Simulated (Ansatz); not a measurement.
# Ag: the cost of one run

Program: Ansatz 0.2.0. Level of theory: DFT LDA, scalar-relativistic, plane waves, PAW. These are calculated values, not measurements.

3 further runs of the same task are left out: 3 set aside as unsound or not needed.

### 1 The starting structure

Symmetry: P6_3/mmc, No. 194, hexagonal system. The conventional cell has a = 2.826 Å, b = 2.826 Å, c = 4.640 Å, α = 90.00°, β = 90.00°, γ = 120.00°. Around Ag (site symmetry -6m2) lie 12 Ag at 2.83 to 2.84 Å.

Coordinates:

```xyz
2
Lattice="2.8261 0.0000 0.0000 -1.4130 2.4475 0.0000 0.0000 0.0000 4.6396" Properties=species:S:1:pos:R:3 pbc="T T T"
Ag    0.0000    1.6316    1.1599
Ag    1.4130    0.8158    3.4797
```

It is the result of an earlier relaxation at this level (volume 16.05 Å³/atom; gap on the mesh: none (metal)).

### 2 The cell under 5 GPa

What is minimised here is the enthalpy; the energy can go up as the cell is squeezed.

input.yaml reads:

```yaml
crystal:
  lattice:
    - [2.8260785587, 0.0, 0.0]
    - [-1.4130392794, 2.4474558249, 0.0]
    - [0.0, 0.0, 4.6396074165]
  atoms:
    - { symbol: Ag, position: [0.3333333333, 0.6666666667, 0.25] }
    - { symbol: Ag, position: [0.6666666667, 0.3333333333, 0.75] }
basis:
  ecutwfc: 420
kpoints:
  mp_grid: { grid: [18, 18, 10] }
hamiltonian:
  xc: lda
scf:
  occupations: { method: fermi_dirac, width: 0.15 }
output:
  forces: true
  stress: true
  eigenvalues: true
relax:
  adjacent_minimum: "off"
  f_tol: 0.001
  max_steps: 60
  cell: { stress_tol: 0.02, p_target: 5.0 }
```

The run is started by

```
ansatz run input.yaml --threads 1 --pin off --max-ram 3072MiB --backend cpu --events-out ev --progress --plain --runs-dir out
```

What time and memory should one allow on 1 thread of AMD EPYC 7R43 (Zen 3), shared host?

About 29 s, with a peak of 0.43 GiB.
